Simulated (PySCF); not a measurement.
# C₂₀H₁₁BO: electronic excitations, NMR shifts, part 2 of 2

PySCF 2.14.0. Atoms count from 0. The steps go on from the part before.

### 5 NMR shifts: GIAO OLYP/6-31G

The job: settings as JSON, then the geometry in Å.

```
{"job": {"kind": "nmr", "basis": "6-31G", "pop": false, "xc": "OLYP"}, "charge": 0, "multiplicity": 1}
B     -2.211562     3.300443     0.519373
C     -3.225193     2.174679     0.561301
C     -2.770093     0.878873     0.449270
C     -3.637089    -0.264387     0.477452
C     -3.160143    -1.522020     0.365285
C     -1.762553    -1.780220     0.211755
C     -1.257955    -3.085454     0.093530
C      0.085375    -3.314655    -0.053390
C      0.998911    -2.248469    -0.089987
C      2.397475    -2.455581    -0.241160
C      3.261676    -1.412599    -0.274063
C      2.804726    -0.068556    -0.158884
C      3.681134     1.020146    -0.190986
C      3.204568     2.311003    -0.077108
C      1.849137     2.552232     0.071913
C      0.940775     1.494792     0.109322
C     -0.473978     1.713932     0.262941
C     -1.359437     0.640284     0.296144
C     -0.869941    -0.692599     0.178235
C      0.516234    -0.925507     0.027006
C      1.417068     0.167039    -0.007060
O     -0.893304     2.969225     0.370584
H     -2.429790     4.448464     0.601932
H     -4.290915     2.323147     0.674796
H     -4.696781    -0.086071     0.592936
H     -3.831413    -2.369857     0.389470
H     -1.949376    -3.916068     0.120072
H      0.459634    -4.324976    -0.143290
H      2.755811    -3.471334    -0.329483
H      4.322891    -1.579771    -0.389195
H      4.740157     0.838838    -0.306468
H      3.894514     3.141819    -0.104034
H      1.479273     3.562300     0.160729
```

With the program's defaults for keys left out, this is: GIAO OLYP/6-31G NMR shielding, non-relativistic, gas phase.

What it wrote:

```text
start: PBE on a coarse grid of 28936 points
cycle   1  E = -867.7312944297  dE =  4.248e+00  |g| = 8.298e-01  |ddm| = 7.503e+00
cycle   2  E = -867.4019811164  dE =  3.293e-01  |g| = 1.419e+00  |ddm| = 3.500e+00
cycle   3  E = -867.8631772742  dE = -4.612e-01  |g| = 4.168e-01  |ddm| = 2.659e+00
cycle   4  E = -867.9119486604  dE = -4.877e-02  |g| = 1.338e-01  |ddm| = 8.269e-01
cycle   5  E = -867.9163252650  dE = -4.377e-03  |g| = 8.354e-02  |ddm| = 3.083e-01
cycle   6  E = -867.9181290287  dE = -1.804e-03  |g| = 2.446e-02  |ddm| = 1.384e-01
cycle   7  E = -867.9182835789  dE = -1.546e-04  |g| = 1.002e-02  |ddm| = 5.114e-02
cycle   8  E = -867.9183124269  dE = -2.885e-05  |g| = 3.839e-03  |ddm| = 1.996e-02
final grid: 271517 points
cycle   9  E = -868.4435677804  dE = -2.524e-03  |g| = 5.340e-02  |ddm| = 9.968e-01
cycle  10  E = -868.4411082067  dE =  2.460e-03  |g| = 1.210e-01  |ddm| = 2.187e-01
cycle  11  E = -868.4441255265  dE = -3.017e-03  |g| = 1.097e-02  |ddm| = 1.561e-01
cycle  12  E = -868.4441546903  dE = -2.916e-05  |g| = 5.633e-03  |ddm| = 2.482e-02
cycle  13  E = -868.4441652769  dE = -1.059e-05  |g| = 1.656e-03  |ddm| = 1.058e-02
cycle  14  E = -868.4441652118  dE =  6.508e-08  |g| = 8.564e-04  |ddm| = 3.838e-03
cycle  15  E = -868.4441662409  dE = -1.029e-06  |g| = 1.455e-04  |ddm| = 1.419e-03
cycle  16  E = -868.4441659825  dE =  2.584e-07  |g| = 6.188e-05  |ddm| = 3.166e-04
converged SCF energy = -868.4441659825

GIAO shielding tensors (ppm)
atom      isotropic    diamagn.    paramagn.     s11        s22        s33       span
  0 B       83.248     201.547    -118.298     40.525     89.004    120.215     79.690
  1 C       76.940     257.872    -180.932    -14.071     66.316    178.576    192.648
  2 C       63.473     256.583    -193.110    -26.774     26.783    190.411    217.185
  3 C       76.166     259.896    -183.730     -1.695     72.464    157.730    159.425
  4 C       72.803     261.557    -188.754     -9.691     67.450    160.649    170.340
  5 C       78.674     261.073    -182.399     12.834     29.503    193.685    180.851
  6 C       78.854     263.528    -184.675     -1.667     67.095    171.132    172.799
  7 C       79.985     263.582    -183.597      0.436     69.299    170.219    169.784
  8 C       76.594     260.857    -184.263     11.137     22.749    195.895    184.758
  9 C       77.408     261.972    -184.564     -2.978     70.853    164.349    167.327
 10 C       76.972     261.075    -184.104     -3.891     70.163    164.643    168.534
 11 C       76.259     259.856    -183.597      8.065     24.824    195.887    187.822
 12 C       77.543     261.574    -184.031     -2.444     63.725    171.349    173.793
 13 C       79.609     261.072    -181.463     -8.847     63.108    184.568    193.415
 14 C       81.257     261.699    -180.442     -2.747     57.638    188.881    191.627
 15 C       79.133     260.299    -181.167      8.683     43.714    185.001    176.318
 16 C       54.263     263.972    -209.708     -5.237     34.901    133.125    138.362
 17 C       87.141     267.590    -180.449     21.157     48.217    192.049    170.892
 18 C       82.267     266.392    -184.124     18.950     31.435    196.417    177.467
 19 C       85.292     266.853    -181.560     23.765     28.425    203.687    179.922
 20 C       82.256     265.897    -183.641     21.945     24.528    200.297    178.352
 21 O       90.702     394.503    -303.801    -99.143    -17.343    388.591    487.735
 22 H       26.331      30.345      -4.015     22.501     27.866     28.625      6.124
 23 H       25.391      28.703      -3.312     22.168     24.431     29.576      7.408
 24 H       25.501      27.968      -2.466     20.740     26.627     29.136      8.396
 25 H       25.253      28.235      -2.982     20.156     26.461     29.142      8.986
 26 H       25.030      29.195      -4.165     19.196     26.827     29.066      9.870
 27 H       24.945      29.272      -4.327     18.853     26.873     29.109     10.256
 28 H       25.048      28.565      -3.517     19.222     26.776     29.145      9.924
 29 H       25.037      27.984      -2.947     19.292     26.726     29.094      9.802
 30 H       24.958      28.385      -3.428     19.377     26.449     29.047      9.671
 31 H       24.860      27.354      -2.494     19.564     26.958     28.057      8.493
 32 H       23.508      33.831     -10.323     15.625     25.259     29.641     14.016
```

It took 22 s on 1 thread of Arm Neoverse V1, shared host; peak memory 0.58 GiB.

### 6 Electronic excitations: TDA OPBE/def2-SVP

The job, as its differences from that of step 5:

```diff
@@ -1,2 +1,2 @@
-{"job": {"kind": "nmr", "basis": "6-31G", "pop": false, "xc": "OLYP"}, "charge": 0, "multiplicity": 1}
+{"job": {"kind": "uv", "basis": "def2-SVP", "grid": 1, "kgrid": 1, "vcut": 0.6, "nstates": 1, "ntriplets": 0, "tda": true, "delta": [], "pop": false, "xc": "OPBE", "scf": {"aux": "def2-universal-jkfit"}}, "charge": 0, "multiplicity": 1}
 B     -2.211562     3.300443     0.519373
```

Method: TDA OPBE/def2-SVP, vertical, gas phase, core orbitals frozen in the response, virtual orbitals cut by energy.

What it wrote:

```text
final grid: 127924 points
cycle   1  E = -867.8101355269  dE =  3.871e+00  |g| = 7.504e-01  |ddm| = 8.250e+00
cycle   2  E = -867.5561873510  dE =  2.539e-01  |g| = 1.266e+00  |ddm| = 2.716e+00
cycle   3  E = -867.9151336452  dE = -3.589e-01  |g| = 3.858e-01  |ddm| = 1.934e+00
cycle   4  E = -867.9556556226  dE = -4.052e-02  |g| = 1.450e-01  |ddm| = 7.296e-01
cycle   5  E = -867.9610121961  dE = -5.357e-03  |g| = 7.789e-02  |ddm| = 2.884e-01
cycle   6  E = -867.9625284694  dE = -1.516e-03  |g| = 2.327e-02  |ddm| = 1.190e-01
cycle   7  E = -867.9626499774  dE = -1.215e-04  |g| = 1.220e-02  |ddm| = 4.761e-02
cycle   8  E = -867.9626923515  dE = -4.237e-05  |g| = 3.548e-03  |ddm| = 2.035e-02
cycle   9  E = -867.9626971183  dE = -4.767e-06  |g| = 9.683e-04  |ddm| = 6.138e-03
cycle  10  E = -867.9626977414  dE = -6.230e-07  |g| = 4.802e-04  |ddm| = 1.893e-03
cycle  11  E = -867.9626963891  dE =  1.352e-06  |g| = 1.817e-04  |ddm| = 9.131e-04
cycle  12  E = -867.9626977166  dE = -1.327e-06  |g| = 6.326e-05  |ddm| = 4.027e-04
converged SCF energy = -867.9626977166

Static polarisability (au): isotropic 250.813, principal 82.907 311.758 357.774

Singlet excitations
state   eV       nm        f      main configurations
  1   2.9226    424.2   0.31516   H->L 0.81
```

It took 44 s on 1 thread of Arm Neoverse V1, shared host; peak memory 0.77 GiB.

### 7 What came out

This closing draws on all 2 parts.

| quantity | value |
| --- | --- |
| lowest singlet (X3LYP/def2-SVP) | 3.15 eV (393 nm), f = 0.416 |
| shieldings of C (OLYP/LANL2DZ) | C16 45.9, C2 58.9, C4 64.5, C3 66.3, C10 68.5, C9 69.1, C12 69.2, C1 70.0 ppm and more |
| runs | 1 failed, 0 ended on unsound input |

In words: The lowest singlet, at 3.15 eV, is HOMO→LUMO 0.88 and is bright. At OLYP/LANL2DZ: The widest tensor belongs to O21: span 534 ppm, with a paramagnetic part of -303 ppm. NICS(1)zz of -15 ppm above the planar ring from B0 marks a diatropic (aromatic) ring current. NICS(1)zz of -27 ppm above the planar ring from C5 marks a diatropic (aromatic) ring current.
